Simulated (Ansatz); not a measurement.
# C₄H₁₁GaSi: how energies converge with the basis set

Aim: see how fast density functionals converge with the basis set for C₄H₁₁GaSi.

Method: one geometry, several basis sets; program: Ansatz 0.2.0, Gaussian basis.

Levels to be run: PBE0-D4/def2-SVP; ωB97M-V/def2-SVP; PBE0-D4/def2-QZVPP; ωB97M-V/def2-QZVPP; the functionals' def2-TZVPP values are taken from earlier runs.

### 1 Structure used throughout

The geometry comes from an earlier relaxation with PBE0-D4/def2-TZVP; it is a stationary point, not always the lowest conformer.

SMILES `C=[C]([GaH2])C[SiH2]C`, 17 atoms, charge 0, spin multiplicity 1.

Atoms are counted from 1 here; the program's logs count them from 0.

Bond lengths: C1–C2 1.337 Å, C1–H7 1.091 Å, C1–H8 1.086 Å, C2–Ga3 1.964 Å, C2–C4 1.495 Å, Ga3–H9 1.571 Å, Ga3–H10 1.571 Å, C4–Si5 1.887 Å, C4–H11 1.095 Å, C4–H12 1.097 Å, Si5–C6 1.867 Å, Si5–H13 1.495 Å, Si5–H14 1.491 Å, C6–H15 1.093 Å, C6–H16 1.092 Å, C6–H17 1.092 Å. Angles: C2–C1–H7 122.1°, C2–C1–H8 121.9°, H7–C1–H8 116.0°, C1–C2–Ga3 117.0°, C1–C2–C4 122.3°, Ga3–C2–C4 120.7°, C2–Ga3–H9 120.7°, C2–Ga3–H10 117.6°, H9–Ga3–H10 121.6°, C2–C4–Si5 108.8°, C2–C4–H11 111.7°, C2–C4–H12 112.1°, Si5–C4–H11 107.4°, Si5–C4–H12 109.0°, H11–C4–H12 107.7°, C4–Si5–C6 111.2°, C4–Si5–H13 107.2°, C4–Si5–H14 110.3° and more.

### 2 PBE0-D4 in def2-SVP

Contents of in.yaml:

```yaml
crystal:
  periodic: [false, false, false]
  atoms:
    - {symbol: C, position_ang: [-1.471295, -0.678193, 1.307065]}
    - {symbol: C, position_ang: [-0.186595, -0.785587, 0.950908]}
    - {symbol: Ga, position_ang: [1.155920, -0.364077, 2.320465]}
    - {symbol: C, position_ang: [0.229861, -1.173469, -0.431229]}
    - {symbol: Si, position_ang: [0.784679, 0.375345, -1.355343]}
    - {symbol: C, position_ang: [-0.655281, 1.518533, -1.682307]}
    - {symbol: H, position_ang: [-2.284249, -0.922834, 0.622337]}
    - {symbol: H, position_ang: [-1.766075, -0.347270, 2.298276]}
    - {symbol: H, position_ang: [2.671792, -0.708135, 2.091376]}
    - {symbol: H, position_ang: [0.650501, 0.271850, 3.664921]}
    - {symbol: H, position_ang: [1.075398, -1.869081, -0.419168]}
    - {symbol: H, position_ang: [-0.585479, -1.650277, -0.989518]}
    - {symbol: H, position_ang: [1.792825, 1.067187, -0.494660]}
    - {symbol: H, position_ang: [1.453618, 0.003113, -2.634434]}
    - {symbol: H, position_ang: [-1.379324, 1.047810, -2.351940]}
    - {symbol: H, position_ang: [-0.319766, 2.448116, -2.147282]}
    - {symbol: H, position_ang: [-1.166532, 1.766968, -0.749446]}
basis:
  gaussian: {orbitals: def2-SVP}
hamiltonian: {xc: pbe0, dispersion: d4}
output: {orbitals: {seedname: orbitals}}
```

Launch:

```console
ansatz run in.yaml --threads 2 --pin off --events-out ev --progress --plain --max-ram 22528MiB --backend cpu
```

The runs that follow: ωB97M-V in def2-SVP; PBE0-D4 in def2-QZVPP; ωB97M-V in def2-QZVPP.

Q: Predict the results of all the runs planned. Wanted: PBE0-D4: double and triple zeta above quadruple; ωB97M-V: double and triple zeta above quadruple.

**Answer**, as computed:

| quantity | value |
| --- | --- |
| PBE0-D4: double and triple zeta above quadruple | 15.87, 1.70 eV |
| ωB97M-V: double and triple zeta above quadruple | 16.11, 1.64 eV |

What this shows: PBE0-D4 gains 14.17 eV from double to triple zeta, then 1.70 eV more. These are total energies; as a rule much of such shifts cancels in differences, which this series doesn't test.
